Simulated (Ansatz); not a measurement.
HfZn, space group Pm-3m, a charge-density difference against the sublattices

Computed with the Ansatz DFT code, driven from Python.

The cells in order, each with its output:

```python
from dataclasses import dataclass
import warnings

import ansatz as az
import numpy as np


@dataclass
class Options:
    occupations: str = 'Marzari-Vanderbilt'
    width_ev: float = 0.2
    xc: str = 'lda'
    extra_bands: int = 2
    cutoff: int = 460
    mesh: tuple[int, ...] = (7, 7, 7)
```

```python
opts = Options()

VECTORS = np.array([
    [3.275105, 0.0, 0.0],
    [0.0, 3.275105, 0.0],
    [0.0, 0.0, 3.275105],
])
SITES = [
    ('Hf', (0.5, 0.5, 0.5)),
    ('Zn', (0.0, 0.0, 0.0)),
]
```

```python
def build(cell):
    crystal = az.Crystal(lattice=az.Lattice.of(cell))
    for symbol, position in SITES:
        crystal = crystal.atom(symbol, position)
    return crystal
```

```python
warnings.simplefilter('ignore', az.DeckWarning)
```

```python
# one cutoff and one grid for all runs, so that the fields can be subtracted
def solve(crystal):
    return (
        crystal.calculation()
        .occupations(opts.occupations, width=opts.width_ev)
        .functional(opts.xc)
        .scf(extra_bands=opts.extra_bands)
        .mixing('anderson', preconditioner='none')
        .basis(opts.cutoff, grid_basis='typed')
        .kpoints(*opts.mesh)
        .density()
        .run(threads=1)
    )


whole = solve(build(VECTORS))
difference = whole.density().channels[0].density_e_per_ang3.copy()
binding = whole.report['free_energy_ev']
for element in ['Hf', 'Zn']:
    part = az.Crystal(lattice=az.Lattice.of(VECTORS))
    for symbol, position in SITES:
        if symbol == element:
            part = part.atom(symbol, position)
    alone = solve(part)
    difference -= alone.density().channels[0].density_e_per_ang3
    binding -= alone.report['free_energy_ev']
    print(f'{element} sublattice: {alone.report["n_electrons"]:g} electrons, {alone.report["n_iterations"]} iterations')
```

    RunWarning: on these k-points the computed levels leave a gap of 0.4182 eV at the electron count, 2.1 widths of the cold smearing (0.2000 eV); against the step filling of these same bands (every level under the gap full, every level over it empty) smearing changes F+E_penalty+E_count by +6.495 meV and its σ→0 estimate by +3.320 meV; at least one of the two is larger in size than the energy [...]
    Hf sublattice: 26 electrons, 6 iterations
    Zn sublattice: 12 electrons, 6 iterations

```python
voxel = abs(np.linalg.det(VECTORS)) / difference.size
print(f'energy of the crystal less its unpolarised sublattices: {binding / len(SITES):.4f} eV/atom')
print(f'net charge of the difference {difference.sum() * voxel:.5f} e, charge moved {0.5 * np.abs(difference).sum() * voxel:.3f} e')
print(f'extremes {difference.min():.4f} and {difference.max():.4f} e/A^3')
for (symbol, position) in SITES:
    index = tuple(int(round(p * n)) % n for p, n in zip(position, difference.shape))
    print(f'  change of the pseudo-density at the grid point nearest {symbol}: {difference[index]:+.4f} e/A^3')
```

    energy of the crystal less its unpolarised sublattices: -1.8220 eV/atom
    net charge of the difference -0.00000 e, charge moved 0.263 e
    extremes -0.3910 and 0.0249 e/A^3
      change of the pseudo-density at the grid point nearest Hf: -0.1034 e/A^3
      change of the pseudo-density at the grid point nearest Zn: -0.3910 e/A^3

Caveats:
- The settings weren't tested for convergence.
- Cold and Methfessel-Paxton smearing aren't meant for a gap as narrow as their width.
- Spin-orbit coupling, which matters for elements this heavy, is left out.
- The fields are valence quantities on the plane-wave grid; their values near the nuclei depend on the potentials.
- This cell is a computed structure, which may not be the phase found in nature.
- Warnings are shown shortened and without file and line.
- Charge moved counts every rearrangement, bonding and polarisation too, and is no transfer between atoms; the bare sublattices are artificial references. Values near the nuclei depend on the potentials.
- The script silences the warnings on its input, which a real study should read.
- It ran for 2.2 s on 1 thread of Arm Neoverse V2 (shared host), peak memory 0.36 GiB.

(Lines on the test bed's own set-up are left out of the output.)
